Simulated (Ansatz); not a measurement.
# Sb: the cost of one run

Method: DFT PBEsol, scalar-relativistic, in Ansatz 0.2.0.

## Step 1: The structure to begin with

It takes space group I4/mmm (No. 139, tetragonal). Conventional cell: a = 3.010 Å, b = 3.010 Å, c = 4.960 Å, α = 90.00°, β = 90.00°, γ = 90.00°. Sb (site symmetry 4/mmm) has 12 Sb at 3.01 to 3.27 Å as nearest neighbours.

As a file:

```xyz
1
Lattice="-1.5050 1.5050 2.4800 1.5050 -1.5050 2.4800 1.5050 1.5050 -2.4800" Properties=species:S:1:pos:R:3 pbc="T T T"
Sb    0.0000    0.0000    0.0000
```

## Step 2: The deformed structure

Space group I4/mmm before, C2/m after.

## Step 3: All-electron LAPW

input.yaml

```yaml
crystal:
  lattice:
    - [-1.54485, 1.49525, 2.48]
    - [1.49525, -1.54485, 2.48]
    - [1.51475, 1.51475, -2.5101]
  atoms:
    - { symbol: Sb, position: [0.0, 0.0, 0.0] }
kpoints:
  mp_grid: { grid: [13, 13, 15] }
  band_path:
    path:
      - [0.0, 0.0, 0.0]
      - [0.5, 0.5, -0.5]
      - [0.1775915354, 0.8224084646, -0.5]
      - [-0.1775915354, 0.1775915354, 0.5]
      - [0.0, 0.0, 0.5]
      - [0.0, 0.0, 0.0]
      - [-0.5, 0.5, 0.0]
      - [0.0, 0.5, 0.0]
      - [0.0, 0.0, 0.0]
    npoints: 5
scf:
  occupations: { method: fermi_dirac, width: 0.03 }
hamiltonian:
  xc: pbesol
  pseudopotentials: { kind: all_electron, lapw: { basis_error: 0.00025 } }
output:
  forces: true
  stress: true
  eigenvalues: true
```

Started as:

```
ansatz run input.yaml --threads 1 --pin off --max-ram 3072MiB --backend cpu --events-out ev --progress --plain --runs-dir out
```

What time and memory should one allow on 1 thread of Intel Xeon 6975P-C (Granite Rapids), shared host?

About 31 s, with a peak of 0.85 GiB.
